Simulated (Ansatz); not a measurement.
Task: harmonic frequencies at the relaxed geometry of BCl2F, SMILES FB(Cl)Cl, with Ansatz's Python interface. Give the script and its output. Settings (for the species named): PBE0, def2-SVP basis, multiplicity 1, D4 dispersion.

```xyz
4

F     0.1574   -1.3193   -0.8645
B    -0.0034   -0.0923   -0.0585
Cl   -1.6667    0.4063    0.6221
Cl    1.5682    0.9450    0.2806
```

Script `freq_bcl2f.py`:
```python
"""Vibrations of BCl2F."""

import ansatz as az
import numpy as np

geometry_ang = [
    ("F", (0.1574, -1.3193, -0.8645)),
    ("B", (-0.0034, -0.0923, -0.0585)),
    ("Cl", (-1.6667, 0.4063, 0.6221)),
    ("Cl", (1.5682, 0.945, 0.2806)),
]
system = az.Crystal.molecule()
for symbol, xyz in geometry_ang:
    system = system.atom(symbol, xyz)

calc = (
    system.calculation()
    .basis(gaussian="def2-SVP")
    .functional("pbe0", dispersion="d4")  # level of theory
    .scf(lower_state_search="off")  # control of the self-consistency loop
)
symbols = [site.symbol for site in system.cartesian_sites]
start = np.array([site.position_ang for site in system.cartesian_sites], dtype=float)
rep = calc.relax(force_tolerance=0.003).run().report
end = np.array(rep["positions_ang"])

print("bond        before    after (A)")
for i, j in [(0, 1), (1, 2), (1, 3)]:
    d0, d1 = (np.linalg.norm(xyz[i] - xyz[j]) for xyz in (start, end))
    print(f"{symbols[i]}{i}-{symbols[j]}{j}".ljust(10), f"{d0:8.4f} {d1:8.4f}")

# frequencies need a stationary point, so they are taken at the relaxed geometry
minimum = az.Crystal.molecule()
for symbol, xyz in zip(symbols, end):
    minimum = minimum.atom(symbol, xyz.tolist())
vibrating = (
    minimum.calculation()
    .basis(gaussian="def2-SVP")
    .functional("pbe0", dispersion="d4")  # level of theory
    .scf(lower_state_search="off")
    .phonons(temperatures=(200, 600, 100))
)
vib = vibrating.run().report["vibrations"]
sums = vib["harmonic_sums"]
modes = [m["omega_inv_cm"] for m in sums["modes_at_gamma"] if m["rigid_motion"] == "no"]
for number, w in enumerate(modes, start=1):
    print(f"mode {number:2d} {w:9.1f} 1/cm {w / 8065.544 * 1000:8.2f} meV")
print("imaginary modes:", sum(w < 0 for w in modes), " zero-point energy:", round(sums["zero_point_energy_ev"], 4), "eV")
print("T (K)   F_vib (eV)   S_vib (meV/K)   C_vib (meV/K)")
for row in zip(sums["temperatures_k"], sums["vibrational_free_energy_ev"], vib["entropy_ev_per_k"], vib["heat_capacity_ev_per_k"]):
    print(f"{row[0]:6.1f} {row[1]:11.4f} {1000 * row[2]:13.4f} {1000 * row[3]:15.4f}")
```

```console
$ python freq_bcl2f.py
bond        before    after (A)
F0-B1        1.4768   1.3107
B1-Cl2       1.8650   1.7424
B1-Cl3       1.9133   1.7424
mode  1     268.4 1/cm    33.27 meV
mode  2     370.2 1/cm    45.90 meV
mode  3     524.0 1/cm    64.97 meV
mode  4     570.1 1/cm    70.69 meV
mode  5    1034.7 1/cm   128.29 meV
mode  6    1366.9 1/cm   169.47 meV
imaginary modes: 0  zero-point energy: 0.2563 eV
T (K)   F_vib (eV)   S_vib (meV/K)   C_vib (meV/K)
 200.0      0.2517        0.0827          0.1706
 300.0      0.2390        0.1704          0.2623
 400.0      0.2177        0.2551          0.3261
 500.0      0.1882        0.3331          0.3716
 600.0      0.1513        0.4038          0.4041
```

These settings explore the input space; basis and method may be short of convergence. The frequencies are harmonic and unscaled, in a modest basis. The result belongs to the one conformer reached from this start, and soft torsions count as harmonic oscillators. Wall time of the script: 23 s on 1 thread of Intel(R) Xeon(R) Platinum 8259CL CPU @ 2.50GHz (Skylake/Cascade Lake), on a shared host, peak memory 0.19 GiB.

(A comment or docstring line of the script was reworded after the run, the code is as it ran; lines on the test bed's own set-up are left out of the output.)
